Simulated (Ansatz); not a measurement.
# BH₃Se (SMILES B[SeH]): one structure at several levels

The task here is to estimate one member of a computed series from the others.

Program: Ansatz 0.2.0, Gaussian basis. Level of theory: single points in def2-TZVPP. These are calculated values, not measurements.

Cores are frozen in the correlated methods. Filled d shells of the heavier atoms are correlated.

## The starting structure

SMILES `B[SeH]`, 5 atoms, charge 0, spin multiplicity 1.

Atoms are counted from 1 here; the program's logs count them from 0.

Bond lengths: B1–Se2 1.834 Å, B1–H3 1.101 Å, B1–H4 1.166 Å, Se2–H5 1.443 Å. Angles: Se2–B1–H3 120.0°, Se2–B1–H4 116.9°, H3–B1–H4 122.5°, B1–Se2–H5 97.4°.

As a file:

```
B    -0.1127   -0.6140    0.0077
Se    0.9513    0.8502   -0.2877
H    -1.1425   -0.4811    0.3751
H     0.3975   -1.6603   -0.0635
H    -0.0608    1.8595   -0.0893
```

The first run:

File run/in.yaml:

```yaml
crystal:
  periodic: [false, false, false]
  atoms:
    - {symbol: B, position_ang: [-0.112700, -0.614000, 0.007700]}
    - {symbol: Se, position_ang: [0.951300, 0.850200, -0.287700]}
    - {symbol: H, position_ang: [-1.142500, -0.481100, 0.375100]}
    - {symbol: H, position_ang: [0.397500, -1.660300, -0.063500]}
    - {symbol: H, position_ang: [-0.060800, 1.859500, -0.089300]}
basis:
  gaussian: {orbitals: def2-TZVPP}
correlation: {method: ccsd_t}
output: {forces: true}
```

No record of the launch command was kept for these runs.

Among the steps run: CCSD(T)/def2-TZVPP; PBE0-D4/def2-TZVPP; wB97M-V/def2-TZVPP; r2SCAN-D4/def2-TZVPP; PBE-D4/def2-TZVPP; CAM-B3LYP-D4/def2-TZVPP; BHLYP-D4/def2-TZVPP.

One of the session's tables, all rows but one given; the rest of the session is left out.

```
      method  RMS force component (eV/Å)  angle to CCSD(T) forces (°)  dipole (D)
     CCSD(T)                       0.941                    reference        0.77
     PBE0-D4                       0.937                          5.7        0.77
     wB97M-V                       0.890                          2.9        0.74
   r2SCAN-D4                           ?                            ?           ?
      PBE-D4                       1.000                          9.6        0.83
CAM-B3LYP-D4                       0.889                          4.3        0.74
    BHLYP-D4                       0.872                          5.7        0.71
```

Estimate the missing values for r2SCAN-D4.

As computed: RMS force component (eV/Å): 0.928; angle to CCSD(T) forces (°): 4.4; dipole (D): 0.78. In the column «RMS force component (eV/Å)» it lies between wB97M-V (0.890) and PBE0-D4 (0.937).
